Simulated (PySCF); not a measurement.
**A diatomic session: LiSb+**

Aim: find the lowest electronic state of LiSb+, scan its bond at several levels of theory, and get bond length, wavenumber and dissociation energy from each curve.

Method: Li def2-SVP, Sb def2-SVP with ECP28, scalar-relativistic core potentials; program: PySCF 2.14.0.

### 1 The job

The job is set up so:

```yaml
atoms: Li, Sb
charge: 1
basis: Li def2-SVP, Sb def2-SVP with ECP28
Hamiltonian: scalar-relativistic core potentials
basis_functions: 35
electrons_treated: 25
masses_in_u: 7.0160, 120.9038
levels: PBE0, PBE, r²SCAN, MN15, PW91, M06-2X, HF, MP2, SCS-MP2, CCSD, CCSD(T)
grid: 80 radial by 434 angular points
occupations: held fixed by the projection of orbital angular momentum
dissociation_limit: Li+ + Sb, each in its ground configuration
starting_distance_in_angstrom: 2.750
values_of_2S_to_try: 1, 3
```

The run is started by

```sh
$ OMP_NUM_THREADS=1 python dia.py task.json out
```

The runs that follow: PBE0 along the bond; Excited determinants; PBE; r²SCAN (meta-GGA); MN15 (hybrid meta-GGA); PW91 (GGA); M06-2X; UHF (mean field); Correlated methods on the Hartree–Fock reference.

What does the calculation give? Wanted: for each run, Re; ωe; De; μ.

As calculated:

Lowest PBE0 solution found, without spin–orbit coupling: ⁴Σ⁻ (quartet), unpaired electrons σ ↑, π ↑↑. State 2 has its PBE0 minimum 0.62 eV higher, as a spin-mixed determinant (⟨S²⟩ = 1.76), so this is no gap between pure states. State 3 has its PBE0 minimum 0.65 eV higher, as a spin-mixed determinant (⟨S²⟩ = 1.76), so this is no gap between pure states. State 4 has its PBE0 minimum 0.74 eV higher. The other levels ran on the lowest alone.

| level | Re (Å) | ωe (cm⁻¹) | De (eV) | μ (D) |
| --- | --- | --- | --- | --- |
| UHF | 3.040 | 187.5 | 0.368 | -10.95 |
| UHF-MP2 | 3.029 | 189.8 | 0.382 | n/a |
| UHF-SCS-MP2 | 3.035 | 189.0 | 0.378 | n/a |
| UHF-CCSD | 3.030 | 190.2 | 0.386 | n/a |
| UHF-CCSD(T) | 3.027 | 191.0 | 0.390 | n/a |
| PBE | 2.964 | 198.6 | 0.494 | -10.17 |
| PW91 | 2.951 | 202.6 | 0.52 | -10.10 |
| r²SCAN | 3.008 | 188.1 | 0.389 | -10.67 |
| PBE0 | 2.957 | 200.4 | 0.453 | -10.31 |
| MN15 | 3.005 | 192.8 | 0.404 | -10.73 |
| M06-2X | 2.973 | 200.2 | 0.422 | -10.59 |

De is counted to Li+ + Sb in their ground configurations. A positive dipole points from Li to Sb; in an ion it is taken about the centre of mass and does not tell which atom is negative.

Bond lengths run from 2.951 Å (PW91) to 3.040 Å (UHF). CCSD(T) can't serve as the judge here: for a weak bond in this basis it is far from its limit. Of the levels with a De here, UHF gives the least (0.368 eV) and PW91 the most (0.52 eV).

Correlated steps freeze 4 core orbitals. These are scalar-relativistic numbers at best; spin–orbit coupling would shift them, the dissociation energy most. With spin–orbit coupling the term label itself may not hold.
